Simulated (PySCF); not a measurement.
# SI: the SCF solver's settings

The same problem is solved with other solver options, one edit a run.

Computed with PySCF 2.14.0. Level: each script names its method and basis.

4 further runs of the same task are left out: 4 that didn't finish.

## Step 1: Starting geometry

SI: 2 atoms, charge 0, spin multiplicity 2.

Bond lengths: S1–I2 2.295 Å.

## Step 2: Base script

input.py

```python
from pyscf import gto, scf, mcscf, mrpt

mol = gto.M(
    atom='S 0 0 0; I 0 0 2.295',
    basis='x2c-svpall',
    charge=0,
    spin=1,
    verbose=4,
)
mf = scf.ROHF(mol)
mf = mf.sfx2c1e()
mf.kernel()
mc = mcscf.CASSCF(mf, 6, 7)
mc.kernel()
mc.analyze()
mrpt.NEVPT(mc).kernel()
mf.dip_moment()
print('orbital energies (hartree):', mf.mo_energy[..., max(0, mol.nelec[1]-3):mol.nelec[0]+3].round(4))
```

Command:

```console
$ OMP_NUM_THREADS=1 python input.py
```

The log of this run is left out.

In short: E(SCF) = -7510.521575 Eh, 11 cycles, E(CAS) − E(SCF) = -0.03305 Eh, NEVPT2 = -0.20508 Eh, μ = 0.55 D (of the SCF density).

The bond length is a typed value, not an optimised one.

## Step 3: Level shift 1 hartree

Run 1 changes level shift: none → 1 hartree.

input.py

```python
from pyscf import gto, scf, mcscf, mrpt

mol = gto.M(
    atom='S 0 0 0; I 0 0 2.295',
    basis='x2c-svpall',
    charge=0,
    spin=1,
    verbose=4,
)
mf = scf.ROHF(mol)
mf = mf.sfx2c1e()
mf.level_shift = 1.0
mf.kernel()
mc = mcscf.CASSCF(mf, 6, 7)
mc.kernel()
mc.analyze()
mrpt.NEVPT(mc).kernel()
mf.dip_moment()
print('orbital energies (hartree):', mf.mo_energy[..., max(0, mol.nelec[1]-3):mol.nelec[0]+3].round(4))
```

Command:

```console
$ OMP_NUM_THREADS=1 python input.py
```

## Step 4: Second-order solver on

Run 2 changes second-order solver: off → on.

Edit input.py of step 2 so:

```diff
@@ -11,2 +11,3 @@
 mf = mf.sfx2c1e()
+mf = mf.newton()
 mf.kernel()
```

Before running it: what results should come out? Wanted: for each run, E(SCF); from base; SCF dipole; after the SCF.

As calculated:

| run | E(SCF) (hartree) | from base (eV) | cycles | SCF dipole (D) | after the SCF |
| --- | --- | --- | --- | --- | --- |
| base | -7510.521575 | 0 | 11 | 0.55 | NEVPT2 correlation -6.480 eV (from the SCF energy, the CASSCF gain included) |
| level shift 1 hartree | -7510.521575 | 0.0000 | 27 | 0.55 | NEVPT2 correlation -6.515 eV (from the SCF energy, the CASSCF gain included) |
| second-order solver on | -7510.521575 | 0.0000 | 5 macro | 0.55 | NEVPT2 correlation -6.480 eV (from the SCF energy, the CASSCF gain included) |

Distance from each run's final energy (log10 hartree) by cycle:

| run | cycle 1 | cycle 2 | cycle 3 | cycle 5 | cycle 8 | cycle 12 |
| --- | --- | --- | --- | --- | --- | --- |
| base | -1.7 | -2.1 | -2.5 | -3.8 | -7.9 | done |
| level shift 1 hartree | -1.2 | -1.8 | -2.1 | -2.6 | -3.4 | -4.6 |
| second-order solver on | -2.3 | -4.0 | -8.7 | < -11 | done | done |

In words: The SCF energy stays the same, to the digits that matter, with level shift 1 hartree or second-order solver on. The base needs 11 cycles and the run with level shift 1 hartree needs 27.
